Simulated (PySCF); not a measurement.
# C5H9N2+: excited-state relaxation

Aim: compute the excited-state relaxation of C5H9N2+ (`N/C=C/C=C\C=[NH2+]`).

Programs: PySCF 2.14.0, with routines of our own; each step states its level. All values are computed. Atoms count from 0.

## (1) The starting structure

16 atoms, charge 1, multiplicity 1; geometry from: B3LYP/def2-SVP.

## (2) Excited-state relaxation: TDA B3LYP/def2-SVP

The job: settings as JSON, then the geometry in Å.

```
{"job": {"kind": "xopt", "state": "S1", "method": "TDA", "freq": false, "xc": "B3LYP", "basis": "def2-SVP", "grid": 1}, "charge": 1, "multiplicity": 1}
N     -3.420148     0.061810     0.526686
C     -2.329075    -0.534392     0.062790
C     -1.029509    -0.046894     0.151402
C      0.033189    -0.784447    -0.381681
C      1.404885    -0.493244    -0.402593
C      1.977832     0.652330     0.140141
N      3.273703     0.935117     0.126834
H     -3.379295     0.959417     1.001034
H     -4.336068    -0.361541     0.420932
H     -2.501963    -1.498042    -0.429460
H     -0.863654     0.916021     0.644203
H     -0.240013    -1.734925    -0.855266
H      2.066093    -1.222495    -0.878948
H      1.351276     1.407220     0.626076
H      3.633836     1.788862     0.539913
H      3.950336     0.306101    -0.297903
```

With the program's defaults for keys left out, this is: TDA B3LYP/def2-SVP excited-state geometry optimisation, gas phase.

On the command line:

```
> OMP_NUM_THREADS=1 python excited_run.py task.json out
```

This one command runs all jobs of the session in turn.

The program printed:

```text
final grid: 58392 points
cycle   1  E = -304.9648867467  dE =  1.088e+00  |g| = 3.546e-01  |ddm| = 4.336e+00
cycle   2  E = -304.9359766692  dE =  2.891e-02  |g| = 4.687e-01  |ddm| = 9.215e-01
cycle   3  E = -304.9962152591  dE = -6.024e-02  |g| = 1.202e-01  |ddm| = 6.098e-01
cycle   4  E = -304.9995949798  dE = -3.380e-03  |g| = 3.727e-02  |ddm| = 1.314e-01
cycle   5  E = -304.9998755533  dE = -2.806e-04  |g| = 1.349e-02  |ddm| = 4.342e-02
cycle   6  E = -304.9999243056  dE = -4.875e-05  |g| = 1.925e-03  |ddm| = 1.418e-02
cycle   7  E = -304.9999250957  dE = -7.901e-07  |g| = 9.111e-04  |ddm| = 2.894e-03
cycle   8  E = -304.9999253008  dE = -2.051e-07  |g| = 2.260e-04  |ddm| = 1.044e-03
cycle   9  E = -304.9999253109  dE = -1.017e-08  |g| = 1.384e-04  |ddm| = 4.329e-04
cycle  10  E = -304.9999253166  dE = -5.673e-09  |g| = 2.184e-05  |ddm| = 1.660e-04
cycle  11  E = -304.9999253167  dE = -1.011e-10  |g| = 7.708e-06  |ddm| = 2.427e-05
converged SCF energy = -304.9999253167

vertical S1 at the ground-state geometry: 4.5636 eV
step    E(state)/Eh    max force   excitation/eV  root
  0    -304.82957902   0.055383     4.5516      1
  1    -304.83947474   0.028495     4.2139      1
  2    -304.84142491   0.027134     3.9954      1
  3    -304.84352943   0.008156     3.7087      1
  4    -304.84334180   0.019695     3.4198      1
  5    -304.84451332   0.002658     3.4881      1
  6    -304.84497452   0.002907     3.4886      1
  7    -304.84605395   0.004463     3.4355      1
  8    -304.84738055   0.005981     3.2805      1
  9    -304.85086455   0.008041     3.1225      1
 10    -304.85354908   0.013335     2.7735      1
 11    -304.86307975   0.016742     2.3545      1
 12    -304.88816789   0.032622     1.1755      1
 13    -304.85203810   0.155508     1.6648      1
 14    -304.88807377   0.098221     0.9893      1
 15    -304.89463959   0.023801     0.9795      1
 16    -304.90197308   0.016706     0.8019      1
 17    -304.90643772   0.094063     0.7293      1
optimisation not converged (near crossing with ground state)
```

Wall time 3.1 min (1 thread of Arm Neoverse V2, shared host); peak memory 0.79 GiB.

**What went wrong.** The excited state lay within 0.8 eV of the ground state, the driver's bar for a possible crossing, so it stopped. The remedy is to use a multireference or spin-flip method there. Numbers from the part that failed are no properties of the molecule.

## (3) Excited-state relaxation: UKS B3LYP/def2-SVP

Settings changed since step 2:

```diff
@@ -1,2 +1,2 @@
-{"job": {"kind": "xopt", "state": "S1", "method": "TDA", "freq": false, "xc": "B3LYP", "basis": "def2-SVP", "grid": 1}, "charge": 1, "multiplicity": 1}
+{"job": {"kind": "xopt", "state": "T1", "method": "UKS", "freq": false, "xc": "B3LYP", "basis": "def2-SVP", "grid": 1}, "charge": 1, "multiplicity": 1}
 N     -3.420148     0.061810     0.526686
```

Method: UKS B3LYP/def2-SVP excited-state geometry optimisation, gas phase.

The program printed:

```text
final grid: 58392 points
cycle   1  E = -304.9648867467  dE =  1.088e+00  |g| = 3.546e-01  |ddm| = 4.336e+00
cycle   2  E = -304.9359766692  dE =  2.891e-02  |g| = 4.687e-01  |ddm| = 9.215e-01
cycle   3  E = -304.9962152591  dE = -6.024e-02  |g| = 1.202e-01  |ddm| = 6.098e-01
cycle   4  E = -304.9995949798  dE = -3.380e-03  |g| = 3.727e-02  |ddm| = 1.314e-01
cycle   5  E = -304.9998755533  dE = -2.806e-04  |g| = 1.349e-02  |ddm| = 4.342e-02
cycle   6  E = -304.9999243056  dE = -4.875e-05  |g| = 1.925e-03  |ddm| = 1.418e-02
cycle   7  E = -304.9999250957  dE = -7.901e-07  |g| = 9.111e-04  |ddm| = 2.894e-03
cycle   8  E = -304.9999253008  dE = -2.051e-07  |g| = 2.260e-04  |ddm| = 1.044e-03
cycle   9  E = -304.9999253109  dE = -1.017e-08  |g| = 1.384e-04  |ddm| = 4.329e-04
cycle  10  E = -304.9999253166  dE = -5.673e-09  |g| = 2.184e-05  |ddm| = 1.660e-04
cycle  11  E = -304.9999253167  dE = -1.011e-10  |g| = 7.708e-06  |ddm| = 2.427e-05
converged SCF energy = -304.9999253167

vertical T1 at the ground-state geometry: 2.1156 eV
step    E(state)/Eh    max force   <S^2>
  0    -304.91865095   0.039311    2.0047
  1    -304.92555810   0.007531    2.0046
  2    -304.92565302   0.004094    2.0046
  3    -304.92596487   0.002222    2.0046
  4    -304.92595473   0.002488    2.0046
  5    -304.92607262   0.000571    2.0046
  6    -304.92606275   0.001231    2.0046
  7    -304.92610207   0.000427    2.0046
  8    -304.92610458   0.000691    2.0046
  9    -304.92610979   0.000243    2.0046
optimisation converged
vertical emission 1.9025 eV, adiabatic 2.0086 eV, Stokes shift 0.2130 eV, reorganisation 0.1069 (excited) and 0.1061 eV (ground)
```

Run time: 99 s. Hardware: 1 thread of Arm Neoverse V2, shared host; peak memory 0.7 GiB.

Key values:

```csv
quantity,value
"vertical gap at the ground-state geometry, T1",2.12 eV
"adiabatic energy, T1",2.01 eV
"vertical gap at the relaxed geometry, T1",1.90 eV
"difference of the two gaps, T1",0.21 eV
"geometry moved (RMSD), T1",0.101 Å
```

Bonds of the start that changed most:

```csv
bond,start (Å),end (Å)
C5–N6,1.326,1.349
C4–C5,1.391,1.409
C1–C2,1.391,1.407
N0–C1,1.327,1.342
C3–C4,1.402,1.413
C2–C3,1.399,1.409
```

Mulliken spin populations:

N0 0.29; C1 0.27; C2 0.28; C3 0.30; C4 0.32; C5 0.33; N6 0.32; H7 -0.01; H8 -0.01; H9 -0.01; H10 -0.01; H11 -0.02; H12 -0.01; H13 -0.02; H14 -0.01; H15 -0.01

## (4) Summary of results

```
                                                                  quantity                               value
vertical gap at the ground-state geometry, T1 (step 3, UKS B3LYP/def2-SVP)                             2.12 eV
                         adiabatic energy, T1 (step 3, UKS B3LYP/def2-SVP)                             2.01 eV
     vertical gap at the relaxed geometry, T1 (step 3, UKS B3LYP/def2-SVP)                             1.90 eV
               difference of the two gaps, T1 (step 3, UKS B3LYP/def2-SVP)                             0.21 eV
                                                                      runs  1 failed, 0 ended on unsound input
```

In words: Where no frequencies were run, the relaxed excited state may be a saddle. In step 3 (excited-state relaxation), among the bonds C5–N6 changes most, from 1.326 to 1.349 Å.
